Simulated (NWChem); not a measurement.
# CBrClF2 (SMILES FC(F)(Cl)Br) at 5 levels

Aim: a comparison of 5 runs (B3LYP/cc-pVDZ, PBE0/cc-pVDZ, M06-L/cc-pVDZ, TPSS/cc-pVDZ, r2SCAN/cc-pVDZ) of CBrClF2. 

The results are computed with NWChem 7.3.0.

**1. The structure to begin with**

CBrClF2 has 5 atoms, charge 0, and is taken as a singlet. SMILES: `FC(F)(Cl)Br`. The coordinates come from a PBE0-D4/def2-TZVP relaxation.

Bond lengths: F1–C2 1.325 Å, C2–F3 1.325 Å, C2–Cl4 1.755 Å, C2–Br5 1.936 Å. Angles: F1–C2–F3 108.1°, F1–C2–Cl4 109.5°, F1–C2–Br5 109.1°, F3–C2–Cl4 109.5°, F3–C2–Br5 109.1°, Cl4–C2–Br5 111.6°.

**2. Energy and forces at B3LYP/cc-pVDZ (run 1)**

cbrclf2.nw reads:

```
start cbrclf2
memory total 2200 mb
geometry noautosym nocenter noautoz
  F     -1.109500     0.024800     0.813100
  C     -0.019800    -0.087100     0.067100
  F      0.823600    -0.897500     0.690400
  Cl    -0.444800    -0.770600    -1.492300
  Br     0.800400     1.656800    -0.119700
end
basis spherical bse
  * library cc-pVDZ
end
dft
  xc b3lyp
  grid xfine
  convergence energy 1e-08
  maxiter 100
  mulliken
  print low
end
task dft gradient
```

Command:

```
$ nwchem cbrclf2.nw > cbrclf2.out
```

Output:

```text
[...]
 d= 0,ls=0.0,diis     1  -3271.9192407858 -3.71D+03  2.16D-02  2.07D+00    12.3
[...]
 d= 0,ls=0.0,diis     8  -3272.1542238149 -6.23D-09  3.44D-06  1.18D-07    66.5
         Total DFT energy =    -3272.154223814906
      One electron energy =    -5429.009220775200
           Coulomb energy =     1860.020409958775
    Exchange-Corr. energy =     -145.985817679242
 Nuclear repulsion energy =      442.820404680761
[...]
      Total Density - Mulliken Population Analysis
     ---------------------------------------------
    Atom       Charge   Shell Charges
 -----------   ------   -------------------------------------------------------
    1 F    9     9.11   2.01  0.91  0.98  3.34  1.87  0.01
    2 C    6     5.77   2.01  0.73  0.34  1.87  0.55  0.27
    3 F    9     9.11   2.01  0.91  0.98  3.34  1.87  0.01
    4 Cl  17    17.02   2.00  2.03  0.98  0.92  6.00  3.09  1.96  0.04
    5 Br  35    35.00   2.00  2.00  2.02  1.10  0.83  6.00  6.01  2.70  2.30  9.95  0.09
[...]
                         DFT ENERGY GRADIENTS
    atom               coordinates                        gradient
                 x          y          z           x          y          z
   1 F      -2.096651   0.046865   1.536536    0.010148  -0.001198  -0.006786
   2 C      -0.037417  -0.164595   0.126801   -0.001065  -0.001972  -0.001550
   3 F       1.556378  -1.696029   1.304667   -0.007946   0.007427  -0.005635
   4 Cl     -0.840550  -1.456223  -2.820038    0.003909   0.006404   0.013360
   5 Br      1.512537   3.130898  -0.226200   -0.005046  -0.010661   0.000611
 Task  times  cpu:      117.1s     wall:      117.1s
 Total times  cpu:      117.2s     wall:      117.2s
```

It took 2 min on 1 thread of Intel Xeon Platinum 8488C (Sapphire Rapids), shared host; peak memory 0.13 GiB.

**3. Energy and forces at PBE0/cc-pVDZ (run 2)**

struct.nw reads:

```
start struct
title "CBrClF2"
memory 2200 mb
charge 0

geometry noautosym nocenter noautoz
   F    -1.109500    0.024800    0.813100
   C    -0.019800   -0.087100    0.067100
   F     0.823600   -0.897500    0.690400
   Cl   -0.444800   -0.770600   -1.492300
   Br    0.800400    1.656800   -0.119700
end

basis spherical bse
   * library cc-pVDZ
end

dft
   xc pbe0
   grid xfine
   convergence energy 1e-08
   maxiter 100
   mulliken
   print low
end

task dft gradient
```

Command:

```
$ nwchem struct.nw > struct.out
```

Output:

```text
[...]
 d= 0,ls=0.0,diis     1  -3271.2132939540 -3.71D+03  2.06D-02  2.00D+00    12.0
[...]
 d= 0,ls=0.0,diis     8  -3271.4429243256 -3.67D-09  2.25D-06  5.74D-08    66.1
         Total DFT energy =    -3271.442924325627
      One electron energy =    -5428.900767187922
           Coulomb energy =     1859.900943697508
    Exchange-Corr. energy =     -145.263505515974
 Nuclear repulsion energy =      442.820404680761
[...]
      Total Density - Mulliken Population Analysis
     ---------------------------------------------
    Atom       Charge   Shell Charges
 -----------   ------   -------------------------------------------------------
    1 F    9     9.12   2.01  0.90  0.99  3.33  1.88  0.01
    2 C    6     5.77   2.01  0.73  0.35  1.84  0.56  0.28
    3 F    9     9.12   2.01  0.90  0.99  3.33  1.88  0.01
    4 Cl  17    17.01   2.00  2.02  0.96  0.94  6.00  3.08  1.95  0.04
    5 Br  35    34.99   2.00  2.00  2.02  1.08  0.86  6.00  6.01  2.69  2.29  9.95  0.09
[...]
                         DFT ENERGY GRADIENTS
    atom               coordinates                        gradient
                 x          y          z           x          y          z
   1 F      -2.096651   0.046865   1.536536    0.002823  -0.000666  -0.001500
   2 C      -0.037417  -0.164595   0.126801   -0.000680  -0.001070  -0.002257
   3 F       1.556378  -1.696029   1.304667   -0.002419   0.001827  -0.001165
   4 Cl     -0.840550  -1.456223  -2.820038    0.001375   0.002225   0.004843
   5 Br      1.512537   3.130898  -0.226200   -0.001098  -0.002316   0.000080
 Task  times  cpu:      116.0s     wall:      116.0s
 Total times  cpu:      116.0s     wall:      116.0s
```

Run time: 1.9 min. Hardware: 1 thread of Intel Xeon Platinum 8488C (Sapphire Rapids), shared host; peak memory 0.13 GiB.

Runs 3 to 4 aren't shown in full; the table further down has their settings and results.

**4. Energy and gradient at r2SCAN/cc-pVDZ (run 5)**

mymol.xyz reads:

```xyz
5
CBrClF2 gradient
F     -1.109500     0.024800     0.813100
C     -0.019800    -0.087100     0.067100
F      0.823600    -0.897500     0.690400
Cl    -0.444800    -0.770600    -1.492300
Br     0.800400     1.656800    -0.119700
```

mymol.nw reads:

```
echo
start mymol
title "CBrClF2 gradient"
memory total 2200 mb

geometry noautosym nocenter noautoz
  load mymol.xyz
end

basis spherical bse
  F library cc-pVDZ
  C library cc-pVDZ
  Cl library cc-pVDZ
  Br library cc-pVDZ
end

dft
  xc r2scan
  mult 1
  grid xfine
  convergence energy 1e-08
  maxiter 100
  mulliken
end

task dft gradient
```

Command:

```
$ nwchem mymol.nw > mymol.out
```

Output:

```text
[...]
          Wavefunction type:  closed shell.
          No. of atoms     :     5
          No. of electrons :    76
[...]
          Charge           :     0
          Spin multiplicity:     1
[...]
          AO basis - number of functions:    87
[...]
              XC Information
              --------------
                      r^2SCAN Method XC Functional
               r^2SCAN metaGGA Exchange Functional  1.000
                     r^2SCAN Correlation Potential  1.000
[...]
 d= 0,ls=0.0,diis     1  -3271.7458569544 -3.71D+03  2.32D-02  2.04D+00    13.1
[...]
 d= 0,ls=0.0,diis    10  -3271.9770258272 -4.80D-10  1.21D-07  4.58D-10    92.5
         Total DFT energy =    -3271.977025827175
      One electron energy =    -5428.773738629980
           Coulomb energy =     1859.762315699644
    Exchange-Corr. energy =     -145.786007577599
 Nuclear repulsion energy =      442.820404680761
[...]
      Total Density - Mulliken Population Analysis
     ---------------------------------------------
    Atom       Charge   Shell Charges
 -----------   ------   -------------------------------------------------------
    1 F    9     9.11   2.01  0.91  0.98  3.33  1.88  0.01
    2 C    6     5.75   2.01  0.74  0.33  1.84  0.54  0.28
    3 F    9     9.11   2.01  0.91  0.98  3.33  1.88  0.01
    4 Cl  17    17.02   2.00  2.02  0.96  0.96  6.00  3.08  1.96  0.04
    5 Br  35    35.00   2.00  2.00  2.02  1.08  0.87  6.00  6.01  2.71  2.28  9.94  0.10
[...]
  wavefunction    = closed shell
                         DFT ENERGY GRADIENTS
    atom               coordinates                        gradient
                 x          y          z           x          y          z
   1 F      -2.096651   0.046865   1.536536    0.008825  -0.001360  -0.005673
   2 C      -0.037417  -0.164595   0.126801   -0.000898  -0.001784  -0.000329
   3 F       1.556378  -1.696029   1.304667   -0.007131   0.006246  -0.004658
   4 Cl     -0.840550  -1.456223  -2.820038    0.002879   0.004671   0.010169
   5 Br      1.512537   3.130898  -0.226200   -0.003675  -0.007772   0.000491
[...]
```

Run time: 2.5 min. Hardware: 1 thread of Intel Xeon Platinum 8488C (Sapphire Rapids), shared host; peak memory 0.13 GiB.

**5. The series**

```tsv
run	level	energy (Eh)	largest force (eV/Å)	wall time
1	B3LYP/cc-pVDZ	-3272.154224	0.788	2 min
2	PBE0/cc-pVDZ	-3271.442924	0.283	1.9 min
3	M06-L/cc-pVDZ	-3271.988468	0.538	2.5 min
4	TPSS/cc-pVDZ	-3272.069361	1.051	2.6 min
5	r2SCAN/cc-pVDZ	-3271.977026	0.594	2.5 min
```

**6. Outcome**

| quantity | value |
| --- | --- |
| run 5: total energy | -3271.97703 Eh |
| run 5: dipole moment | 0.17 D |
| run 5: HOMO energy | -7.74 eV |
| run 5: LUMO energy | -2.02 eV |
| run 5: HOMO–LUMO gap | 5.71 eV |
| run 5: largest force on an atom | 0.594 eV/Å |

Over runs 3, 4, 5 the dipole moment (its size) runs from 0.14 D (TPSS/cc-pVDZ) to 0.29 D (M06-L/cc-pVDZ). Totals of different functionals can't be ranked against each other. All runs together took 12 min, the longest 2.6 min.
